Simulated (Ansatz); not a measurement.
**BrH5OSi2: vertical ionisation energy**

An exercise on one series of results from a longer session: the logs are not shown, and one member is left open.

Computed with Ansatz 0.2.0, Gaussian basis. Level: unrestricted cation, the program's frozen cores in correlated methods.

Levels to be run: UKS PBE-D4/def2-TZVPP; UKS r2SCAN-D4/def2-TZVPP; UKS PBE0-D4/def2-TZVPP; UKS B3LYP-D4/def2-TZVPP; UKS wB97X-V/def2-TZVPP; UKS wB97M-V/def2-TZVPP; UKS B2PLYP/def2-TZVPP; UHF-CCSD(T)/def2-TZVPP; UHF-MP2/def2-QZVPP; extrapolation to the limit; then −ε(HOMO) from the neutral's earlier runs with LDA (SPW92), PBE-D4, revPBE-D4, BLYP-D4, r2SCAN-D4, B97M-V, PBE0-D4, B3LYP-D4, r2SCANh-D4, r2SCAN0-D4, HSE06-D4, BHLYP-D4, CAM-B3LYP-D4, LC-ωPBE, ωB97X-V, ωB97M-V.

## The geometry

The geometry comes from an earlier relaxation with PBE0-D4 in a triple-zeta def2 set; it is a stationary point, not always the lowest conformer.

SMILES `[SiH3]O[SiH2]Br`, 9 atoms, charge 0, spin multiplicity 1.

Atoms are counted from 1 here; the program's logs count them from 0.

Bond lengths: Si1–O2 1.645 Å, Si1–H5 1.485 Å, Si1–H6 1.483 Å, Si1–H7 1.482 Å, O2–Si3 1.619 Å, Si3–Br4 2.221 Å, Si3–H8 1.477 Å, Si3–H9 1.479 Å. Angles: O2–Si1–H5 109.9°, O2–Si1–H6 110.0°, O2–Si1–H7 107.3°, H5–Si1–H6 109.6°, H5–Si1–H7 109.9°, H6–Si1–H7 110.1°, Si1–O2–Si3 145.5°, O2–Si3–Br4 110.2°, O2–Si3–H8 109.1°, O2–Si3–H9 110.5°, Br4–Si3–H8 107.8°, Br4–Si3–H9 107.0°, H8–Si3–H9 112.2°.

The first run:

File in.yaml:

```yaml
crystal:
  periodic: [false, false, false]
  atoms:
    - {symbol: Si, position_ang: [0.426874, 1.467437, 0.369219]}
    - {symbol: O, position_ang: [-0.550193, 0.161920, 0.156003]}
    - {symbol: Si, position_ang: [-0.637687, -1.368442, -0.365867]}
    - {symbol: Br, position_ang: [1.327630, -2.375619, -0.124665]}
    - {symbol: H, position_ang: [1.048857, 1.850839, -0.923434]}
    - {symbol: H, position_ang: [1.486610, 1.150616, 1.357246]}
    - {symbol: H, position_ang: [-0.420871, 2.575036, 0.868995]}
    - {symbol: H, position_ang: [-1.623817, -2.102739, 0.451836]}
    - {symbol: H, position_ang: [-0.968902, -1.405550, -1.806533]}
basis:
  gaussian: {orbitals: def2-TZVPP}
total_charge: 1
magnetization: {spin_polarized: true, initial_magnetization: 1}
hamiltonian: {xc: pbe, dispersion: d4}
```

Command:

```console
> ansatz run in.yaml --threads 2 --pin off --events-out ev --progress --plain --max-ram 22528MiB --backend cpu
```

Among the steps run: Cation, UKS PBE-D4/def2-TZVPP; Cation, UKS r2SCAN-D4/def2-TZVPP; Cation, UKS PBE0-D4/def2-TZVPP; Cation, UKS B3LYP-D4/def2-TZVPP; Cation, UKS wB97X-V/def2-TZVPP; Cation, UKS wB97M-V/def2-TZVPP; Cation, UKS B2PLYP (frozen core)/def2-TZVPP; Cation, UHF-CCSD(T)/def2-TZVPP; Cation, UHF-MP2/def2-QZVPP.

One table of the session follows, with a row left open; its other results are not shown here.

For comparison, −ε(HOMO) of the neutral from earlier runs:

```
  functional  −ε(HOMO) (eV)
 LDA (SPW92)           7.24
      PBE-D4           7.14
   revPBE-D4           7.10
     BLYP-D4           6.99
   r2SCAN-D4           7.48
      B97M-V           7.60
     PBE0-D4           8.43
    B3LYP-D4              ?
  r2SCANh-D4           7.95
  r2SCAN0-D4           8.65
    HSE06-D4           8.03
    BHLYP-D4           9.58
CAM-B3LYP-D4           9.76
     LC-ωPBE          11.14
     ωB97X-V          10.80
     ωB97M-V          10.65
```

Q: Estimate the row for B3LYP-D4 from the others.

Worked estimate for «−ε(HOMO) (eV)». Against the share of exact exchange, BLYP-D4 (0, 6.99), BHLYP-D4 (0.5, 9.58) give a slope of 5.18 per unit share; at 0.2 the line stands at 8.03.

**Answer.** −ε(HOMO) (eV): 8.18. In «−ε(HOMO) (eV)» the line misses by -0.15.
